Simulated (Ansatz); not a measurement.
InSb3:

```
Sb In
1.0
     0.00000    3.79455    3.79455
     3.79455    0.00000    3.79455
     3.79455    3.79455    0.00000
Sb In
3 1
Direct
  0.50000 0.50000 0.50000
  0.75000 0.75000 0.75000
  0.25000 0.25000 0.25000
  0.00000 0.00000 0.00000
```

The cell comes from a database or a generator and needn't be the stable form of this composition.

* Program: Ansatz 0.2.0
* Task: relaxation of cell and atoms
* Functional: PBE0
* Potentials or basis: Ansatz PAW
* Cutoff: 420 eV (not typed: the program's choice for these potentials)
* k mesh: 4 × 4 × 4
* Occupations: fermi-dirac, width 0.05 eV
* Spin: no spin polarisation

At the start: volume 27.32 Å³/atom.

**Question.** How do energy, volume and symmetry change on relaxing?

**Answer.** It ends after 5 steps and the volume is 25.47 Å³/atom (-6.7 %); space group Fm-3m (No. 225, to 0.05 Å).

The path:
```
step  energy change (eV)  largest force (eV/Å)  volume (Å³)
   1              0.0000                0.0000       109.27
   2             -0.0965                0.0000        99.06
   3             -0.1128                0.0000       102.47
   4             -0.1138                0.0000       101.90
   5             -0.1119                0.0000       101.90
```

Final structure:
```yaml
crystal:
  lattice:
    - [0.00000, 3.70719, 3.70719]
    - [3.70719, 0.00000, 3.70719]
    - [3.70719, 3.70719, 0.00000]
  atoms:
    - { symbol: Sb, position: [0.50000, 0.50000, 0.50000] }
    - { symbol: Sb, position: [0.75000, 0.75000, 0.75000] }
    - { symbol: Sb, position: [0.25000, 0.25000, 0.25000] }
    - { symbol: In, position: [0.00000, 0.00000, 0.00000] }
```

Caveat: the plane-wave basis is chosen anew once the cell has moved, so the energies of steps on either side of that aren't comparable; the PAW data sets come from PBE, with cores solved anew for the run's functional, which leaves a small shift of forces and pressure.
